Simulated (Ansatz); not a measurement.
# [CrO3F]- (CrO3F−): geometry optimisation

Aim: relax [CrO3F]- (CrO3F−) at this level.

The runs use Ansatz 0.2.0; RKS PBE0-D4/def2-SVPD.

## Step 1: Where the work starts

5 atoms, charge -1, spin multiplicity 1.

Atoms are counted from 1 here; the program's logs count them from 0.

Bond lengths: Cr1–O2 1.610 Å, Cr1–O3 1.610 Å, Cr1–O4 1.610 Å, Cr1–F5 1.792 Å. Angles: O2–Cr1–O3 110.5°, O2–Cr1–O4 110.5°, O2–Cr1–F5 108.4°, O3–Cr1–O4 110.5°, O3–Cr1–F5 108.4°, O4–Cr1–F5 108.4°.

Coordinates:

```xyz
5

Cr    0.0249    0.0430    0.0179
O     0.0213    0.0000    1.6272
O     1.5340    0.0275   -0.5426
O    -0.7598    1.3447   -0.5126
F    -0.8204   -1.4152   -0.5899
```

## Step 2: Relaxation

input.yaml

```yaml
crystal:
  periodic: [false, false, false]
  atoms:
    - { symbol: Cr, position_ang: [0.02493, 0.042996, 0.017926] }
    - { symbol: O, position_ang: [0.021261, -3.2e-05, 1.627241] }
    - { symbol: O, position_ang: [1.534008, 0.027517, -0.542621] }
    - { symbol: O, position_ang: [-0.759768, 1.344736, -0.512629] }
    - { symbol: F, position_ang: [-0.820431, -1.415218, -0.589907] }
total_charge: -1
basis:
  gaussian: { orbitals: def2-SVPD }
hamiltonian:
  xc: pbe0
  dispersion: d4
output:
  forces: true
relax:
  f_tol: 0.003
  max_steps: 120
```

On the command line:

```console
ansatz run input.yaml --threads 1 --pin off --max-ram 2560MiB --backend cpu --events-out ev --progress --plain --runs-dir out
```

The program printed, cut to the lines that bear on the results:

```text
Warning: RAYON_NUM_THREADS=1 ignored (pool sized by the plan → 1); use --threads N
[...]
Functional definition: PBE0
[...]
1360 factors; integrals over basis functions are off by at most 1.5e-4 eV
[...]
mean field -37258.44652465 eV, -1369.2226550990 hartree, gradient 8.3e-5 eV, S^2 0.000000; 0 other end points of the search recorded, 0 dependent functions left out
[...]
reference -37258.44655735 eV, -1369.2226563007 hartree; 29, 29 occupied and 97, 97 virtual orbitals, 1360 factors
relax step   1: F+E_penalty+E_count = -37258.56070094 eV  Δ(F+E_penalty+E_count) = +0.000e0 eV  max|allowed force component| = 1.633e0 eV/Å  Δτ_max = 0.0000 Å  (34 SCF iters, accepted)
[...]
relax step   5: F+E_penalty+E_count = -37258.64348769 eV  Δ(F+E_penalty+E_count) = -5.770e-6 eV  max|allowed force component| = 3.808e-3 eV/Å  Δτ_max = 0.0003 Å  (26 SCF iters, accepted)
[...]
relax step   6: F+E_penalty+E_count = -37258.64348820 eV  Δ(F+E_penalty+E_count) = -5.093e-7 eV  max|allowed force component| = 2.856e-4 eV/Å  Δτ_max = 0.0001 Å  (25 SCF iters, accepted)
1360 factors; integrals over basis functions are off by at most 1.8e-4 eV
[...]
mean field -37258.52791731 eV, -1369.2256462238 hartree, gradient 2.6e-5 eV, S^2 0.000000; 1 other end points of the search recorded, 0 dependent functions left out
[...]
reference -37258.52794960 eV, -1369.2256474104 hartree; 29, 29 occupied and 97, 97 virtual orbitals, 1360 factors
Total energy: -37258.64352049 eV, -1369.2298945623 hartree
Atom 0 at     0.027415     0.047291     0.019716 Å, force     0.000166     0.000286     0.000120 eV/Å
Atom 1 at     0.021024     0.000216     1.598238 Å, force    -0.000043    -0.000074    -0.000059 eV/Å
Atom 2 at     1.506702     0.027243    -0.532814 Å, force    -0.000069    -0.000074    -0.000022 eV/Å
Atom 3 at    -0.746052     1.320918    -0.503356 Å, force    -0.000030    -0.000096    -0.000022 eV/Å
Atom 4 at    -0.809089    -1.395668    -0.581774 Å, force    -0.000024    -0.000042    -0.000017 eV/Å
Dipole moment:    -0.046510    -0.080228    -0.033443 e Å
```

It took 52 s on 1 thread of Arm Neoverse V1, shared host; peak memory 0.32 GiB.

Energy and force along the way:

```csv
step,energy from step 1 (eV),largest force component (eV/Å)
1,0.0000,1.6335
2,-0.0710,0.6407
3,-0.0828,0.0192
4,-0.0828,0.0128
5,-0.0828,0.0038
6,-0.0828,0.0003
```

Bonds that changed most:

```csv
bond,before (Å),after (Å),change (Å)
Cr1–O3,1.610,1.579,-0.031
Cr1–O4,1.610,1.579,-0.031
Cr1–O2,1.610,1.579,-0.031
Cr1–F5,1.792,1.773,-0.019
```

## Step 3: Results

| quantity | value |
| --- | --- |
| energy gained | 0.0828 eV |
| root mean square move | 0.025 Å |

**Reading.** Bond lengths: Cr1–O2 1.579 Å, Cr1–O3 1.579 Å, Cr1–O4 1.579 Å, Cr1–F5 1.773 Å. Angles: O2–Cr1–O3 110.7°, O2–Cr1–O4 110.7°, O2–Cr1–F5 108.2°, O3–Cr1–O4 110.7°, O3–Cr1–F5 108.2°, O4–Cr1–F5 108.2°. No frequencies were computed here.
